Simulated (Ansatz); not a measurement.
**CuF: how the settings move a single-point run**

Aim: see which settings change the result for CuF, by how much, and at what cost. The cell is built on a prototype (wurtzite) and needn't be the phase found in nature.

Program: Ansatz 0.2.0. Level of theory: reference: DFT, HSE06, plane waves, PAW. These are calculated values, not measurements.

2 further runs of the same task are left out: 1 for a known fault of the program, 1 that didn't finish.

### Step 1. The starting structure

It takes space group P6_3mc (No. 186, hexagonal). The conventional cell has a = 2.790 Å, b = 2.790 Å, c = 6.721 Å, α = 90.00°, β = 90.00°, γ = 120.00°. Around Cu (site symmetry 3m) lie 4 F at 1.90 to 2.17 Å. F (site symmetry 3m) is surrounded by 4 Cu at 1.90 to 2.17 Å.

Structure file:

```cif
data_structure
_symmetry_space_group_name_H-M 'P 1'
_symmetry_Int_Tables_number 1
_cell_length_a 2.7898
_cell_length_b 2.7898
_cell_length_c 6.7211
_cell_angle_alpha 90.000
_cell_angle_beta 90.000
_cell_angle_gamma 120.000
_cell_volume 45.30
loop_
_atom_site_label
_atom_site_type_symbol
_atom_site_fract_x
_atom_site_fract_y
_atom_site_fract_z
_atom_site_occupancy
Cu1 Cu 0.33333 0.66667 0.04599 1
Cu2 Cu 0.66667 0.33333 0.54599 1
F1 F 0.33333 0.66667 0.32901 1
F2 F 0.66667 0.33333 0.82901 1
```

### Step 2. The reference run

Input file input.yaml:

```yaml
crystal:
  lattice:
    - [2.7897758173, 0.0, 0.0]
    - [-1.3948879087, 2.4160167287, 0.0]
    - [0.0, 0.0, 6.7211226191]
  atoms:
    - { symbol: Cu, position: [0.3333333333, 0.6666666667, 0.0459865616] }
    - { symbol: Cu, position: [0.6666666667, 0.3333333333, 0.5459865616] }
    - { symbol: F, position: [0.3333333333, 0.6666666667, 0.3290134384] }
    - { symbol: F, position: [0.6666666667, 0.3333333333, 0.8290134384] }
kpoints:
  mp_grid: { grid: [6, 6, 2] }
hamiltonian:
  xc: hse06
scf:
  occupations: { method: fermi_dirac, width: 0.02 }
  n_extra_bands: 5
output:
  forces: true
  stress: true
  eigenvalues: true
  write_density: true
  write_potential: true
  elf: true
  volumetric_format: npy
```

Started as:

```sh
> ansatz run input.yaml --threads 4 --pin off --max-ram 3686MiB --backend cpu --events-out ev --progress --plain --runs-dir out
```

### Step 3. Changed: mp_grid.grid [9, 9, 4], xc pbe, accuracy low

input.yaml, as its differences from that of step 2:

```diff
@@ -11,5 +11,5 @@
 kpoints:
-  mp_grid: { grid: [6, 6, 2] }
+  mp_grid: { grid: [9, 9, 4] }
 hamiltonian:
-  xc: hse06
+  xc: pbe
 scf:
@@ -21,5 +21,2 @@
   eigenvalues: true
-  write_density: true
-  write_potential: true
-  elf: true
-  volumetric_format: npy
+accuracy: low
```

### Step 4. Changed: singularity regularized

input.yaml, as its differences from that of step 2:

```diff
@@ -17,2 +17,3 @@
   n_extra_bands: 5
+  exx: { singularity: regularized }
 output:
@@ -21,5 +22 @@
   eigenvalues: true
-  write_density: true
-  write_potential: true
-  elf: true
-  volumetric_format: npy
```

### Step 5. Changing settings: exchange pbe, correlation pbe, coeff 0.2, omega 0.2078

input.yaml, as its differences from that of step 2:

```diff
@@ -13,3 +13,6 @@
 hamiltonian:
-  xc: hse06
+  xc:
+    exchange: pbe
+    correlation: pbe
+    exx: { coeff: 0.2, omega: 0.2078 }
 scf:
@@ -21,5 +24 @@
   eigenvalues: true
-  write_density: true
-  write_potential: true
-  elf: true
-  volumetric_format: npy
```

### Step 6. Changing settings: mp_grid.grid [4, 4, 4]

input.yaml, as its differences from that of step 2:

```diff
@@ -11,3 +11,3 @@
 kpoints:
-  mp_grid: { grid: [6, 6, 2] }
+  mp_grid: { grid: [4, 4, 4] }
 hamiltonian:
@@ -21,5 +21 @@
   eigenvalues: true
-  write_density: true
-  write_potential: true
-  elf: true
-  volumetric_format: npy
```

**Question.** What will these runs give? Wanted: for each run, ending; energy change; pressure; gap; force.

The runs gave:

```tsv
run	ending	energy change	pressure (GPa)	gap (eV)	force (eV/Å)	cycles	time
reference	converged	0	3.7	1.64	0.06	26	15 s
1: mp_grid.grid [9, 9, 4], xc pbe, accuracy low	converged	not comparable	5.7	0.14	0.03	8	1.7 s
2: singularity regularized	converged	-	3.7	1.64	0.06	25	14 s
3: exchange pbe, correlation pbe, coeff 0.2, omega 0.2078	converged	not comparable	4.0	1.31	0.03	24	13 s
4: mp_grid.grid [4, 4, 4]	converged	+0.6 meV/atom	3.7	1.66	0.07	30	12 s
```

Times don't compare one to one where runs were asked for different outputs or read a saved state (see the inputs); cycles may leave out searches for a lower state.

Residual by cycle in the longest SCF loop of each run; runs are numbered as in the table. The quantity is the density residual dr2, in eV.

```tsv
cycle	reference	run 1	run 2	run 3	run 4
1	0.0125	0.0129	0.0125	0.0127	0.0107
2	0.0114	0.00291	0.0114	0.0121	0.00836
3	0.00227	0.00209	0.00227	0.0022	0.00179
4	1.8e-4	3.4e-4	1.8e-4	1.8e-4	1.9e-4
5	1.2e-5	6.2e-5	1.2e-5	1.2e-5	1.0e-5
6	4.7e-7	1.1e-6	4.7e-7	4.9e-7	3.4e-7
7	9.6e-8	7.8e-7	9.6e-8	1.0e-7	2.6e-8
8	1.6e-9	3.4e-8	1.6e-9	1.8e-9	1.5e-9
9	4.0e-11	-	4.0e-11	4.4e-11	2.2e-11
```

What this shows: «mp_grid.grid [4, 4, 4]» moves the energy by +0.6 meV/atom. Of the variants the dearest is «singularity regularized» (14 s), the cheapest «mp_grid.grid [9, 9, 4], xc pbe, accuracy low» (1.7 s), on a shared host.
